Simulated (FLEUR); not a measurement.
# Ti2Ag in FLEUR: density of states with LDA

Aim: the density of states of Ti2Ag with LDA.

Program: FLEUR MaX-R8.1 (later development tree). These are calculated values, not measurements. Logs are shortened: lines on timing, memory, paths and dates and some standing lists are left out, and cuts for length are marked.

## 1. The slab as given

The cell holds a slab with vacuum, 6 atoms: a = 2.945 Å, b = 2.945 Å, c = 24.968 Å, α = 90.00°, β = 90.00°, γ = 90.00°.

## 2. Density of states, LDA

The input, inp.xml:

```xml
<?xml version="1.0" encoding="UTF-8" standalone="no"?>
<fleurInput fleurInputVersion="0.39">
   <comment>
      Ti2Ag                                                                                               
   </comment>
   <calculationSetup>
      <cutoffs Kmax="4.12" Gmax="12.8" GmaxXC="12.8" numbands="0"/>
      <scfLoop itmax="90" minDistance="0.0001" maxIterBroyd="40" imix="Anderson" alpha="0.05" precondParam="0.0" spinf="2.0" sdNocoIR="T"/>
      <coreElectrons ctail="T" frcor="F" kcrel="0" coretail_lmax="0"/>
      <xcFunctional name="vwn" relativisticCorrections="F"/>
      <magnetism jspins="1"/>
      <soc l_soc="F" theta="0.0" phi="0.0" spav="F"/>
      <expertModes spex="0" secvar="F"/>
      <geometryOptimization l_f="F" forcealpha="1.0" forcemix="BFGS" epsdisp="0.00001" epsforce="0.00001"/>
      <ldaU l_linMix="F" mixParam="0.05" spinf="1.0"/>
   </calculationSetup>
   <cell>
      <bzIntegration valenceElectrons="86.0" mode="hist" fermiSmearingEnergy="0.00183747">
         <kPointListSelection listName="default-1"/>
         <!-- k-points included here -->
         <xi:include xmlns:xi="http://www.w3.org/2001/XInclude" href="kpts.xml"> </xi:include>
      </bzIntegration>
      <!-- symmetry operations included here -->
[... 42 lines left out ...]
   <atomGroups>
      <atomGroup species="Titanium (Ti)">
         <filmPos label="                   1">-1.000/4.000 -1.000/4.000 -9.4182174501</filmPos>
         <filmPos label="                   6">1.000/4.000 1.000/4.000 9.4182174973</filmPos>
         <force calculate="T" relaxXYZ="TTT"/>
      </atomGroup>
      <atomGroup species="Silver (Ag)">
         <filmPos label="                   2">1.000/4.000 1.000/4.000 -5.5859905937</filmPos>
         <filmPos label="                   5">-1.000/4.000 -1.000/4.000 5.5859906409</filmPos>
         <force calculate="T" relaxXYZ="TTT"/>
      </atomGroup>
      <atomGroup species="Titanium (Ti)">
         <filmPos label="                   3">-1.000/4.000 -1.000/4.000 -1.7537637374</filmPos>
         <filmPos label="                   4">1.000/4.000 1.000/4.000 1.7537637845</filmPos>
         <force calculate="T" relaxXYZ="TTT"/>
      </atomGroup>
   </atomGroups>
   <output dos="F" band="F" slice="F">
      <checks vchk="F" cdinf="F"/>
      <bandDOS minEnergy="-.5*Htr" maxEnergy="0.5*Htr" sigma="0.015" storeEVData="T"/>
      <vacuumDOS vacdos="F" integ="F" star="F" nstars="0" locx1="0.0" locy1="0.0" locx2="0.0" locy2="0.0" nstm="0" tworkf="0.0"/>
      <unfoldingBand unfoldBand="F" supercellX="1" supercellY="1" supercellZ="1"/>
      <plotting iplot="0" polar="F">
         <plot TwoD="T" vec1="  1.0  0.0  0.0" vec2="  0.0  1.0  0.0" vec3="  0.0  0.0  1.0" zero="  0.0  0.0 -0.5" file="plot"/>
      </plotting>
      <chargeDensitySlicing numkpt="0" minEigenval="0.0" maxEigenval="0.0" nnne="0" pallst="F"/>
      <specialOutput eonly="F"/>
      <moessbauerParams electricFieldGradient="T" isomerShift="T" coreHyperfine="T" valenceHyperfine="T"/>
      <magneticCircularDichroism mcd="F" energyLo="-10.0" energyUp="0.0"/>
   </output>
  <!-- We include the file relax.xml here to enable relaxations (see documentation) -->
  <xi:include xmlns:xi="http://www.w3.org/2001/XInclude" href="relax.xml"> <xi:fallback/> </xi:include>
</fleurInput>
```

The input, crystal.txt:

```
Ti2Ag
&input film=T /
2.9453282400  0.0000000000  0.0000000000
0.0000000000  2.9453282400  0.0000000000
0.0000000000  0.0000000000  24.9678121088
1.8897261246
1.0 1.0 1.0

6
22 0.0000000000  0.0000000000  -9.4182174501
47 0.5000000000  0.5000000000  -5.5859905937
22 0.0000000000  0.0000000000  -1.7537637374
22 0.5000000000  0.5000000000  1.7537637845
47 0.0000000000  0.0000000000  5.5859906409
22 0.5000000000  0.5000000000  9.4182174973

&kpt div1=9 div2=9 div3=1 gamma=T /
```

The input, inp.xml (dos):

```
<?xml version="1.0" encoding="UTF-8" standalone="no"?>
<fleurInput fleurInputVersion="0.39">
   <comment>
      Ti2Ag                                                                                               
   </comment>
   <calculationSetup>
      <cutoffs Kmax="4.12" Gmax="12.8" GmaxXC="12.8" numbands="0"/>
      <scfLoop itmax="90" minDistance="0.0001" maxIterBroyd="40" imix="Anderson" alpha="0.05" precondParam="0.0" spinf="2.0" sdNocoIR="T"/>
      <coreElectrons ctail="T" frcor="F" kcrel="0" coretail_lmax="0"/>
      <xcFunctional name="vwn" relativisticCorrections="F"/>
      <magnetism jspins="1"/>
      <soc l_soc="F" theta="0.0" phi="0.0" spav="F"/>
      <expertModes spex="0" secvar="F"/>
      <geometryOptimization l_f="F" forcealpha="1.0" forcemix="BFGS" epsdisp="0.00001" epsforce="0.00001"/>
      <ldaU l_linMix="F" mixParam="0.05" spinf="1.0"/>
   </calculationSetup>
   <cell>
      <bzIntegration valenceElectrons="86.0" mode="hist" fermiSmearingEnergy="0.00183747">
         <kPointListSelection listName="default-1"/>
         <!-- k-points included here -->
         <xi:include xmlns:xi="http://www.w3.org/2001/XInclude" href="kpts.xml"> </xi:include>
      </bzIntegration>
      <!-- symmetry operations included here -->
[... 40 lines left out ...]
      </species>
   </atomSpecies>
   <atomGroups>
      <atomGroup species="Titanium (Ti)">
         <filmPos label="                   1">-1.000/4.000 -1.000/4.000 -9.4182174501</filmPos>
         <filmPos label="                   6">1.000/4.000 1.000/4.000 9.4182174973</filmPos>
         <force calculate="T" relaxXYZ="TTT"/>
      </atomGroup>
      <atomGroup species="Silver (Ag)">
         <filmPos label="                   2">1.000/4.000 1.000/4.000 -5.5859905937</filmPos>
         <filmPos label="                   5">-1.000/4.000 -1.000/4.000 5.5859906409</filmPos>
         <force calculate="T" relaxXYZ="TTT"/>
      </atomGroup>
      <atomGroup species="Titanium (Ti)">
         <filmPos label="                   3">-1.000/4.000 -1.000/4.000 -1.7537637374</filmPos>
         <filmPos label="                   4">1.000/4.000 1.000/4.000 1.7537637845</filmPos>
         <force calculate="T" relaxXYZ="TTT"/>
      </atomGroup>
   </atomGroups>
   <output dos="T" band="F" slice="F">
      <checks vchk="F" cdinf="F"/>
      <bandDOS minEnergy="-0.8*Htr" maxEnergy="0.5*Htr" sigma="0.005" storeEVData="T"/>
      <vacuumDOS vacdos="F" integ="F" star="F" nstars="0" locx1="0.0" locy1="0.0" locx2="0.0" locy2="0.0" nstm="0" tworkf="0.0"/>
      <unfoldingBand unfoldBand="F" supercellX="1" supercellY="1" supercellZ="1"/>
      <plotting iplot="0" polar="F">
         <plot TwoD="T" vec1="  1.0  0.0  0.0" vec2="  0.0  1.0  0.0" vec3="  0.0  0.0  1.0" zero="  0.0  0.0 -0.5" file="plot"/>
      </plotting>
      <chargeDensitySlicing numkpt="0" minEigenval="0.0" maxEigenval="0.0" nnne="0" pallst="F"/>
      <specialOutput eonly="F"/>
      <moessbauerParams electricFieldGradient="T" isomerShift="T" coreHyperfine="T" valenceHyperfine="T"/>
      <magneticCircularDichroism mcd="F" energyLo="-10.0" energyUp="0.0"/>
   </output>
  <!-- We include the file relax.xml here to enable relaxations (see documentation) -->
  <xi:include xmlns:xi="http://www.w3.org/2001/XInclude" href="relax.xml"> <xi:fallback/> </xi:include>
</fleurInput>
```

Potentials or basis: all-electron, FLAPW.

On the command line:

```console
$ inpgen -f crystal.txt -profile fastHighL
$ # inp.xml edited to the form shown
$ mpirun -n 4 fleur_MPI -pe_per_kpt 1
$ mpirun -n 4 fleur_MPI -pe_per_kpt 1   # second run, on inp.xml (dos)
```

What it wrote:

```text
Welcome to FLEUR        (www.flapw.de)
      MaX-Release 8.1          (www.max-centre.eu)

 ========== k-point set info ==========
 Selected k-point list: default-1
 k-point list type: mesh
 9 x 9 x 1
 Number of k points: 15

 ------------Calculation Setup---------------------------
 Using exactly            1  PE per kpt
 Using exactly            1  PE per kpt
 Using exactly            1  PE per kpt
 Number of MPI-tasks      :            4
 Number of PE/node        :            4
 Number of OMP-threads    :            1
 Using exactly            1  PE per kpt
 k-points in parallel     :            4
 pe's per k-point         :            1
 No of k-point loops      :            3
 Info/Warning             : your k-point parallelism is not fully load-balanced
 Eigenvalue solver        :       lapack
 Number of basis functions:         1209
 Approximate size of matrices (H+S) per k-point:         0.022 GB
 --------------------------------------------------------
 Iteration:     1   Distance:      28.27458159 me/bohr^3
 Iteration:     2   Distance:      49.73756425 me/bohr^3
 Iteration:     3   Distance:      15.12423356 me/bohr^3
 Iteration:     4   Distance:      10.44574593 me/bohr^3
 Iteration:     5   Distance:       6.69150867 me/bohr^3
 Iteration:     6   Distance:       3.88481024 me/bohr^3
 Iteration:     7   Distance:       3.69517252 me/bohr^3
 Iteration:     8   Distance:       1.99118764 me/bohr^3
 Iteration:     9   Distance:       2.59076509 me/bohr^3
 Iteration:    10   Distance:       0.84110445 me/bohr^3
[... 4 lines left out ...]
 Iteration:    15   Distance:       0.07429017 me/bohr^3
 Iteration:    16   Distance:       0.04826965 me/bohr^3
 Iteration:    17   Distance:       0.02133598 me/bohr^3
 Iteration:    18   Distance:       0.02079203 me/bohr^3
 Iteration:    19   Distance:       0.00338175 me/bohr^3
 Iteration:    20   Distance:       0.00174261 me/bohr^3
 Iteration:    21   Distance:       0.00059284 me/bohr^3
 Iteration:    22   Distance:       0.00015138 me/bohr^3
 Iteration:    23   Distance:       0.00011947 me/bohr^3
 Iteration:    24   Distance:       0.00004432 me/bohr^3

 ********************************************************************
 Run finished successfully
 Stop message:
   all done
 ********************************************************************
```

Run time: 3 min. Hardware: 4 MPI ranks of AMD EPYC (Zen 3), shared host.

What came out:

```yaml
Free_energy: -381854.1721 eV
Band_gap_on_the_k_mesh: none (metal or under the smearing width)
Valence_electrons_inside_the_program's_atomic_spheres: Ti 10.17, 10.30; Ag 18.06 (radii Ti 2.38, Ag 2.58 bohr)
Work_function_of_the_upper_face: 4.13 eV
Work_function_of_the_lower_face: 4.13 eV
```

States per cell in windows of 0.5 eV (zero at the Fermi level; states under -8 eV left out):
```tsv
from (eV)	total	INT	MT:2d	MT:1d	MT:3d	MT:2p	MT:2s
-8.0	0.00	0.00	0.00	0.00	0.00	0.00	0.00
-7.5	0.00	0.00	0.00	0.00	0.00	0.00	0.00
-7.0	0.11	0.05	0.00	0.00	0.00	0.00	0.02
-6.5	0.57	0.19	0.10	0.00	0.00	0.00	0.06
-6.0	4.44	0.69	1.68	0.02	0.02	0.01	0.08
-5.5	5.26	0.76	2.04	0.03	0.03	0.03	0.05
-5.0	7.23	0.82	2.95	0.04	0.05	0.02	0.07
-4.5	3.29	0.29	1.39	0.01	0.01	0.02	0.03
-4.0	0.96	0.21	0.28	0.01	0.01	0.02	0.03
-3.5	0.81	0.27	0.14	0.01	0.01	0.02	0.04
-3.0	0.90	0.40	0.05	0.02	0.04	0.04	0.03
-2.5	0.83	0.37	0.05	0.02	0.05	0.03	0.02
-2.0	1.83	0.68	0.08	0.07	0.24	0.04	0.04
-1.5	3.71	1.28	0.12	0.23	0.61	0.05	0.06
-1.0	3.54	1.16	0.08	0.39	0.53	0.05	0.02
-0.5	4.52	1.37	0.07	1.03	0.29	0.08	0.01
0.0	4.91	1.39	0.08	1.06	0.45	0.07	0.01
0.5	3.92	0.79	0.05	0.67	0.74	0.03	0.01
1.0	6.66	1.18	0.08	1.30	1.22	0.04	0.01
1.5	6.18	0.96	0.07	1.63	0.77	0.04	0.01
2.0	3.03	0.49	0.04	0.65	0.49	0.03	0.00
2.5	2.93	0.43	0.03	0.26	0.88	0.02	0.00
3.0	2.42	0.38	0.02	0.14	0.77	0.02	0.01
3.5	1.23	0.28	0.01	0.08	0.31	0.03	0.00
4.0	1.66	0.44	0.02	0.12	0.33	0.05	0.02
4.5	1.28	0.47	0.01	0.17	0.10	0.03	0.01
5.0	1.45	0.55	0.02	0.15	0.12	0.04	0.03
5.5	0.77	0.29	0.01	0.07	0.06	0.03	0.02
6.0	1.15	0.47	0.02	0.08	0.09	0.03	0.04
6.5	1.27	0.57	0.02	0.08	0.08	0.01	0.08
7.0	1.68	0.77	0.04	0.09	0.09	0.04	0.08
7.5	2.32	1.12	0.06	0.10	0.11	0.06	0.08
```

Core levels (eV from the Fermi level):
| atom | levels |
| --- | --- |
| 1 Ti | 1s1/2 -4849.8, 2s1/2 -529.8, 2p1/2 -442.1, 2p3/2 -436.4 |
| 2 Ag | 1s1/2 -25281.8, 2s1/2 -3720.3, 2p1/2 -3459.2, 2p3/2 -3284.1, 3s1/2 -679.5, 3p1/2 -575.5, 3p3/2 -544.6, 3d3/2 -359.8, 3d5/2 -353.6 |
| 3 Ti | 1s1/2 -4849.2, 2s1/2 -529.5, 2p1/2 -441.8, 2p3/2 -436.0 |
| 4 Ti | 1s1/2 -4849.2, 2s1/2 -529.5, 2p1/2 -441.8, 2p3/2 -436.0 |
| 5 Ag | 1s1/2 -25281.8, 2s1/2 -3720.3, 2p1/2 -3459.2, 2p3/2 -3284.1, 3s1/2 -679.5, 3p1/2 -575.5, 3p3/2 -544.6, 3d3/2 -359.8, 3d5/2 -353.6 |
| 6 Ti | 1s1/2 -4849.8, 2s1/2 -529.8, 2p1/2 -442.1, 2p3/2 -436.4 |
